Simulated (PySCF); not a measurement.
# The bond of CdP, level by level

What are the lowest state that PBE0 finds, the bond length, vibrational wavenumber and bond energy of CdP, and how much do these hang on the method?

Computed with PySCF 2.14.0. Level: Cd def2-SVPD with ECP28, P def2-SVPD, scalar-relativistic core potentials.

### 1 Input

Settings of the job:

* atoms: Cd, P
* charge: 0
* basis: Cd def2-SVPD with ECP28, P def2-SVPD
* Hamiltonian: scalar-relativistic core potentials
* basis functions: 58
* electrons treated: 35
* masses in u: 113.9034, 30.9738
* levels: PBE0, PBE, r²SCAN, TPSSh, r²SCANh, M06-L, HF, MP2, SCS-MP2
* grid: 80 radial by 434 angular points
* occupations: held fixed by the projection of orbital angular momentum
* dissociation limit: Cd + P, each in its ground configuration
* starting distance in angstrom: 2.465
* values of 2S to try: 1, 3

Run with:

```bash
> OMP_NUM_THREADS=1 python dia.py task.json out
```

After this run come: The PBE0 curve of the state that the search chose; Excited determinants; PBE (GGA); r²SCAN (meta-GGA); TPSSh (hybrid meta-GGA); r²SCANh (hybrid meta-GGA); M06-L (meta-GGA); ROHF.

**Question.** What will these runs give? Wanted: for each run, Re; ωe; De; μ.

**Answer**, as computed:

Lowest PBE0 solution found, without spin–orbit coupling: ⁴Σ⁻ (quartet), unpaired electrons σ ↑, π ↑↑. State 2 has its PBE0 minimum 0.32 eV higher, as a spin-mixed determinant (⟨S²⟩ = 1.77), so this is no gap between pure states. State 3 has its PBE0 minimum 0.52 eV higher, as a spin-mixed determinant (⟨S²⟩ = 1.77), so this is no gap between pure states. The other levels ran on the lowest alone.

```tsv
level	Re (Å)	ωe (cm⁻¹)	De (eV)	μ (D)
PBE	2.711	162.0	0.390	-0.67
r²SCAN	2.654	180.9	0.417	-0.86
M06-L	2.803	135.3	0.318	-0.84
TPSSh	2.689	170.4	0.364	-0.97
r²SCANh	2.652	180.8	0.391	-0.91
PBE0	2.679	169.9	0.339	-0.87
```

De is counted to Cd + P in their ground configurations. A positive dipole means Cd(−)P(+). No constants: ROHF (no minimum is bracketed among the points kept); ROHF-MP2 (the points don't follow one smooth fit); ROHF-SCS-MP2 (no minimum is bracketed among the points kept).

What this shows: The methods spread over 0.151 Å in bond length, from r²SCANh to M06-L. Of the levels with a De here, M06-L gives the least (0.318 eV) and r²SCAN the most (0.417 eV).

Correlated steps freeze 5 core orbitals. Spin–orbit coupling is left out.
